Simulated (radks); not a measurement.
# Taking charge from the 1s level of Sr in fractions

One table from this session's results is given with a row withheld; the runs are named, their logs left out.

The numbers are computed with radks (a radial shooting solver on a logarithmic mesh, Libxc functionals) version 1 (Dirac Kohn-Sham, PBE, spin-unpolarised, spherical densities, finite nucleus), except any that are marked as measured or tabulated.

## What is computed

| Property | Result |
| --- | --- |
| element | strontium (Z = 38) |
| charge | 0 |
| electrons | 38 |
| configuration | [Kr] 5s2 |
| nuclear rms radius | 4.224 fm |

The outer shells:

Sr
```
[Kr] core
5s [↑↓]
```

Set-up of the first run:

The run's settings:

```text
Z 38
configuration [Kr] 5s2
relativity Dirac
functional pbe,pbe
spin unpolarised
j_filling energy
nucleus finite rms 4.224 fm
c 137.035999084
```

Among the steps run: Start: [Kr] 5s2.

One table of the session follows, with a row left open; its other results are not shown here.

It belongs to the step «Start: [Kr] 5s2». Sizes of the orbitals, from the radial functions (bohr):

| level | <r> | outermost maximum (interpolated) | 90 % within | nodes |
| --- | --- | --- | --- | --- |
| 3p1/2 | 0.4913 | 0.425 | 0.747 | 1 |
| 3p3/2 | 0.5018 | 0.434 | 0.762 | 1 |
| 3d3/2 | 0.4962 | 0.375 | 0.805 | 0 |
| 3d5/2 | 0.4998 | 0.378 | 0.810 | 0 |
| 4s1/2 | 1.357 | 1.19 | 1.99 | 3 |
| 4p1/2 | ? | ? | ? | ? |
| 4p3/2 | 1.579 | 1.34 | 2.37 | 2 |
| 5s1/2 | 4.333 | 3.70 | 6.43 | 4 |

**Question.** Estimate the row for 4p1/2.

**Answer.** <r>: 1.545; outermost maximum (interpolated): 1.31; 90 % within: 2.32; nodes: 2. In the column «<r>» it lies between 4s1/2 (1.357) and 4p3/2 (1.579).
